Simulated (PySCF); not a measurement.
# A diatomic session: MgI+

Aim: find the lowest electronic state of MgI+, scan its bond at several levels of theory, and get bond length, wavenumber and dissociation energy from each curve.

Program: PySCF 2.14.0. Level of theory: Mg jorge-DZP-DKH, I jorge-DZP-DKH, spin-free X2C with a Gaussian nucleus. These are calculated values, not measurements.

## 1. The job

The job is set up so:

```yaml
atoms: Mg, I
charge: 1
basis: Mg jorge-DZP-DKH, I jorge-DZP-DKH
Hamiltonian: spin-free X2C with a Gaussian nucleus
basis_functions: 72
electrons_treated: 64
masses_in_u: 23.9850, 126.9045
levels: PBE0, PBE, r²SCAN, PW91, M06-L, TPSS, LC-ωPBE, HF, MP2, SCS-MP2, CCSD, CCSD(T)
grid: 80 radial by 434 angular points
occupations: held fixed by the projection of orbital angular momentum
dissociation_limit: Mg+ + I, each in its ground configuration
starting_distance_in_angstrom: 2.765
values_of_2S_to_try: 0, 2
```

Started as:

```console
$ OMP_NUM_THREADS=1 python dia.py task.json out
```

After this run come: First curve: PBE0; Higher solutions at PBE0; PBE (GGA); r²SCAN (meta-GGA); PW91; M06-L; TPSS; LC-ωPBE (range-separated hybrid); RHF (mean field); Adding correlation.

What does the calculation give? Wanted: for each run, Re; ωe; De; μ.

**Answer**, as computed:

Lowest PBE0 solution found, without spin–orbit coupling: ¹Σ⁺ (singlet), closed shell. State 2 has its PBE0 minimum 1.63 eV higher. State 3 has its PBE0 minimum 1.68 eV higher, as a spin-mixed determinant (⟨S²⟩ = 1.00), so this is no gap between pure states. The other levels ran on the lowest alone.

```tsv
level	Re (Å)	ωe (cm⁻¹)	De (eV)	μ (D)
RHF	2.465	402	1.52	-13.13
RHF-MP2	2.451	406	2.44	n/a
RHF-SCS-MP2	2.457	401	2.37	n/a
RHF-CCSD	2.463	395	2.44	n/a
RHF-CCSD(T)	2.466	392	2.52	n/a
PBE	2.478	376	2.67	-11.48
PW91	2.476	377	2.72	-11.55
TPSS	2.476	380	2.71	-11.86
r²SCAN	2.463	395	2.59	-12.21
M06-L	2.455	405	2.71	-12.36
PBE0	2.461	391	2.56	-12.02
LC-ωPBE	2.440	410	2.41	-12.66
```

De is counted to Mg+ + I in their ground configurations. A positive dipole points from Mg to I; in an ion it is taken about the centre of mass and does not tell which atom is negative.

Differences from CCSD(T) in the same basis:

```tsv
level	Re (mÅ)	ωe (%)
RHF	-1	+2.6
RHF-MP2	-15	+3.5
RHF-SCS-MP2	-9	+2.2
RHF-CCSD	-3	+0.7
PBE	+12	-4.1
PW91	+9	-3.8
TPSS	+9	-3.0
r²SCAN	-3	+0.7
M06-L	-11	+3.2
PBE0	-5	-0.3
LC-ωPBE	-26	+4.7
```

What this shows: Judged by CCSD(T) in the same basis: best bond length RHF (-1 mÅ), worst LC-ωPBE (-26 mÅ); best wavenumber PBE0 (-0.3 %), worst LC-ωPBE (+4.7 %). PBE gives a bond that is too long and too soft, as GGAs tend to. CCSD(T) in a basis this small is itself some way from its limit, more so than the functionals. Of the levels with a De here, RHF gives the least (1.52 eV) and PW91 the most (2.72 eV).

Correlated steps freeze 19 core orbitals. Spin–orbit coupling is left out, which matters for elements this heavy, above all for dissociation energies.
